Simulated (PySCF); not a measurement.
**C4H10OSi: electronic excitations**

Aim: predict the electronic excitations of C4H10OSi (`CO[C@@H]1C[Si@H]1C`).

Programs: PySCF 2.14.0, with density-fitted response routines of our own. Each step states its level of theory. These are calculated values for one molecule in the gas phase, unless marked as measured. Atoms are numbered from 0 throughout.

### 1 The starting structure

16 atoms, charge 0, multiplicity 1; geometry from: GFN2-xTB.

Bonds of the start (Å): C0–O1 1.40, O1–C2 1.40, C2–C3 1.53, C3–Si4 1.89, Si4–C5 1.89, Si4–C2 1.90, C0–H6 1.10, C0–H7 1.10, C0–H8 1.09, C2–H9 1.09, C3–H10 1.08, C3–H11 1.08, Si4–H12 1.45, C5–H13 1.09, C5–H14 1.09, C5–H15 1.09.

### 2 Excited states and response: wB97X-D/def2-SVPD

What the job is given:

```
{"job": {"kind": "uv", "xc": "wB97X-D", "basis": "def2-SVPD", "nstates": 8, "ntriplets": 3}, "charge": 0, "multiplicity": 1}
C      2.439030     0.567671    -0.510488
O      1.825310    -0.592555    -0.020348
C      0.598025    -0.336743     0.607283
C     -0.314352    -1.562193     0.711086
Si    -0.973781    -0.234972    -0.454793
C     -2.440089     0.832497     0.078961
H      2.698611     1.257288     0.303490
H      1.776773     1.092352    -1.212920
H      3.346490     0.255072    -1.024030
H      0.716944     0.255946     1.517634
H      0.122898    -2.461550     0.302852
H     -0.751955    -1.736988     1.684416
H     -0.810631    -0.480184    -1.879454
H     -3.376711     0.334972    -0.153008
H     -2.441188     1.786778    -0.439230
H     -2.422974     1.031555     1.146006
```

With the program's defaults for keys left out, this is: TDDFT wB97X-D/def2-SVPD, vertical, gas phase, core orbitals frozen in the response.

The run is started by

```bash
$ OMP_NUM_THREADS=1 python probes_run.py task.json out
```

One launch serves the whole session: the jobs run in the order shown.

Predict these results of the whole session: lowest singlet (wB97X-D/def2-SVPD); lowest triplet.

**Answer**, as computed:

```
                          quantity                        value
lowest singlet (wB97X-D/def2-SVPD)  6.08 eV (204 nm), f = 0.116
                    lowest triplet                      4.99 eV
```

What this shows: The lowest singlet, at 6.08 eV, is HOMO→LUMO+1 0.50, HOMO→LUMO 0.26 and is bright. The lowest triplet lies 1.08 eV below the lowest singlet (triplets in Tamm-Dancoff, singlets in full TDDFT).
